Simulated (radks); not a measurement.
**Tl²⁺ inside a hard spherical wall**

The task here is to estimate one member of a computed series from the others.

Program: radks (a radial shooting solver on a logarithmic mesh, Libxc functionals) version 1. Level of theory: scalar-relativistic Kohn-Sham, LDA (Slater exchange, Perdew-Wang correlation), spin-polarised, spherical densities, finite nucleus; open shells are filled with parallel spins first. These are calculated values, not measurements, unless marked.

### What is computed

- element: thallium (Z = 81)
- charge: +2
- electrons: 79
- configuration: [Xe] 4f14 5d10 6s1
- nuclear rms radius: 5.4759 fm

The outer shells:

Tl²⁺
```
[Xe] core
4f [↑↓][↑↓][↑↓][↑↓][↑↓][↑↓][↑↓]
5d [↑↓][↑↓][↑↓][↑↓][↑↓]
6s [↑ ]
```

The first run:

Settings of this run:

```text
Z 81
configuration [Xe] 4f14 5d10 6s1 6p0 7s0 5f0
relativity scalar-relativistic
functional lda,pw
spin polarised
nucleus finite rms 5.4759 fm
c 137.035999084
```

Steps of the session up to this table: The free atom; Wall at 20 bohr; Wall at 15 bohr; Wall at 10 bohr; Wall at 7 bohr; Wall at 6 bohr; Wall at 5 bohr; Wall at 3.5 bohr; Wall at 3 bohr; Wall at 1.5 bohr.

One table of the session follows, with a row left open; its other results are not shown here.

```
R (bohr)  E − E(free) (eV)  ε(6s) (eV)  ε(6p, empty) (eV)  ε(7s, empty) (eV)  ε(5f, empty) (eV)
    free             0.000     -26.165            -16.646             -8.621             -4.220
      20             0.000     -26.165            -16.646             -8.621             -4.219
      15             0.000     -26.165            -16.646             -8.621             -4.200
      10             0.000     -26.165            -16.646             -8.523             -3.867
       7             0.003     -26.160            -16.602             -6.985             -2.485
       6                 ?           ?                  ?                  ?                  ?
       5             0.238     -25.848            -15.610              1.476              1.353
     3.5             6.390     -21.144             -7.044             36.552             12.084
       3            19.866     -13.715              4.201             71.148             21.284
     1.5            1116.2      261.92             329.99             748.15             193.32
```

Estimate the missing values for R (bohr) = 6.

Worked estimate for «E − E(free) (eV)». A straight line through the neighbours (7, 0.003) and (5, 0.238) gives 0.003 + (0.238 − 0.003) × (6 − 7) / (5 − 7) = 0.120; a parabola fitted to 4 rows on both sides gives -0.032.

As computed: E − E(free) (eV): 0.025; ε(6s) (eV): -26.122; ε(6p, empty) (eV): -16.424; ε(7s, empty) (eV): -4.596; ε(5f, empty) (eV): -1.177. In «E − E(free) (eV)» the line misses by +0.095 and the parabola by -0.057.

Shells are not refilled when levels cross, and a hard wall is a model, not a crystal.
